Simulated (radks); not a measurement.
# Valence configurations of Mn³⁺

One table from this session's results is given with a row withheld; the runs are named, their logs left out.

Method: scalar-relativistic Kohn-Sham, PBE, spin-polarised, spherical densities, finite nucleus; open shells are filled with parallel spins first. Code: radks (a radial shooting solver on a logarithmic mesh, Libxc functionals) version 1.

## The system

| Item | Value |
| --- | --- |
| element | manganese (Z = 25) |
| charge | +3 |
| electrons | 22 |
| configuration | [Ar] 3d4 |
| nuclear rms radius | 3.7057 fm |
| others tried | 3d2 4s2; 3d3 4p1; 3d3.5 4p0.5; 3d2 4p2; 3d2.5 4s1 4p0.5; 3d3.5 4s0.5; 3d2.5 4s1.5; 3d2 4s1 4p1; 3d3 4s1 |

The outer shells:

Mn³⁺
```
[Ar] core
3d [↑ ][↑ ][↑ ][↑ ][  ]
```

Set-up of the first run:

Settings of this run:

```text
Z 25
configuration [Ar] 3d4
relativity scalar-relativistic
functional pbe,pbe
spin polarised
nucleus finite rms 3.7057 fm
c 137.035999084
```

Steps of the session up to this table: [Ar] 3d4.

One table of the session follows, with a row left open; its other results are not shown here.

It belongs to the step «[Ar] 3d4». From the orbitals of this run (lengths in bohr):

```
  level     <r>  outermost maximum (interpolated)  90 % within  nodes
  2p up  0.2474                             0.188        0.406      0
2p down  0.2468                             0.188        0.405      0
  3s up  0.8430                             0.734         1.26      2
3s down  0.8461                             0.735         1.26      2
  3p up  0.8872                             0.748         1.36      1
3p down       ?                                 ?            ?      ?
  3d up   1.033                             0.738         1.72      0
3d down   1.065                             0.747         1.79      0
```

Estimate the missing values for 3p down.

As computed: <r>: 0.8929; outermost maximum (interpolated): 0.749; 90 % within: 1.37; nodes: 1. In the column «<r>» it lies between 3p up (0.8872) and 3d up (1.033).
